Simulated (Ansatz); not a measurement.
# SrTa2O5: the cost of one run

Program: Ansatz 0.2.0. Level of theory: DFT PBE, scalar-relativistic, plane waves, PAW, unless a step names another level. These are calculated values, not measurements.

8 further runs of the same task are left out: 8 set aside as unsound or not needed. Runs told in other sessions of the task aren't counted.

## Step 1: The formula and the candidates

Pauling electronegativities: Sr 0.95, Ta 1.50, O 3.44 (spread 2.49). The formula balances with common oxidation states: Ta +4, Sr +2, O -2. Tabulated atomic sizes suggest about 13 Å³/atom. 20 candidates were drawn, by swapping species into database cells of other compounds, at random by space group and Wyckoff sites, or by hand, as the table says:

```csv
name,made from,space group no.,Wyckoff sites,atoms (primitive cell),V (Å³/atom)
c01,database cell of NaLi5N2,123,"Sr 1d; Ta 1c, 1b; O 4i, 1a",8,12.1
c02,random,115,"Sr 1c; Ta 2g; O 4j, 1a",8,14.4
c03,"built by hand: sheared perovskite, edge-sharing double TaO2 layers",65,"Sr 2a; Ta 4j; O 4j, 4i, 2c",8,13.0
c04,random,38,"Sr 2a; Ta 4e; O 8f, 2b",8,14.6
c05,database cell of LuAl2Pd5,139,"Sr 2a; Ta 4e; O 8g, 2b",8,13.4
c06,built by hand: CaV2O5 ladder,59,"Sr 2b; Ta 4e; O 4e, 2a, 4e",16,13.1
c07,random,183,"Sr 1a; Ta 2b; O 2b, 2b, 1a",8,13.9
c08,random,164,"Sr 1a; Ta 2d; O 2c, 3e",8,14.9
c09,random,123,"Sr 1b; Ta 2h; O 4i, 1a",8,14.8
c10,random,216,"Sr 4d; Ta 4c, 4a; O 4b, 16e",8,15.6
c11,random,99,"Sr 1a; Ta 1b, 1b; O 4e, 1a",8,13.7
c12,random,10,"Sr 1c; Ta 2m; O 2j, 1h, 1b, 1f",8,13.2
c13,database cell of Na5LiN2,5,"Sr 2a; Ta 4c; O 2b, 2a, 2b, 4c",8,13.0
c14,random,99,"Sr 1b; Ta 2c; O 4f, 1a",8,15.1
c15,random,38,"Sr 2b; Ta 4c; O 8f, 2a",8,15.6
c16,database cell of Tb2Mg5Ag,166,"Sr 3a; Ta 6c; O 6c, 6c, 3b",8,16.1
c17,built by hand: perovskite-NbO-like intergrowth with Ta-Ta pairs,123,"Sr 1a; Ta 2h; O 1c, 4i",8,13.2
c18,"built by hand: pseudobrookite (MgTi2O5), ordered",63,"Sr 4c; Ta 8f; O 8f, 8f, 4c",16,13.1
c19,random,183,"Sr 1a; Ta 1a, 1a; O 2b, 3c",8,15.9
c20,random,123,"Sr 1a; Ta 1c, 1b; O 1d, 4i",8,13.3
```

## Step 2: Screening run of c03

File input.yaml:

```yaml
crystal:
  lattice:
    - [2.0, -6.5, 0.0]
    - [2.0, 6.5, 0.0]
    - [0.0, 0.0, 4.0]
  atoms:
    - { symbol: Sr, position: [0.0, 0.0, 0.0] }
    - { symbol: Ta, position: [0.66, 0.34, 0.5] }
    - { symbol: Ta, position: [0.34, 0.66, 0.5] }
    - { symbol: O, position: [0.16, 0.84, 0.5] }
    - { symbol: O, position: [0.66, 0.34, 0.0] }
    - { symbol: O, position: [0.84, 0.16, 0.5] }
    - { symbol: O, position: [0.34, 0.66, 0.0] }
    - { symbol: O, position: [0.5, 0.5, 0.5] }
basis:
  ecutwfc: 420
kpoints:
  mp_grid: { grid: [3, 3, 3] }
hamiltonian:
  xc: pbe
scf:
  occupations: { method: gaussian, width: 0.15 }
  lower_state_search: "off"
output:
  forces: true
  stress: true
  eigenvalues: true
relax:
  adjacent_minimum: "off"
  f_tol: 0.08
  max_steps: 16
  cell: { stress_tol: 0.8 }
```

Command:

```bash
> ansatz run input.yaml --threads 1 --pin off --max-ram 2560MiB --backend cpu --events-out ev --progress --plain --runs-dir out
```

**Question.** How long does this run take on 1 thread of Arm Neoverse V1, shared host, and how much memory does it need?

About 24 s, with a peak of 0.38 GiB.
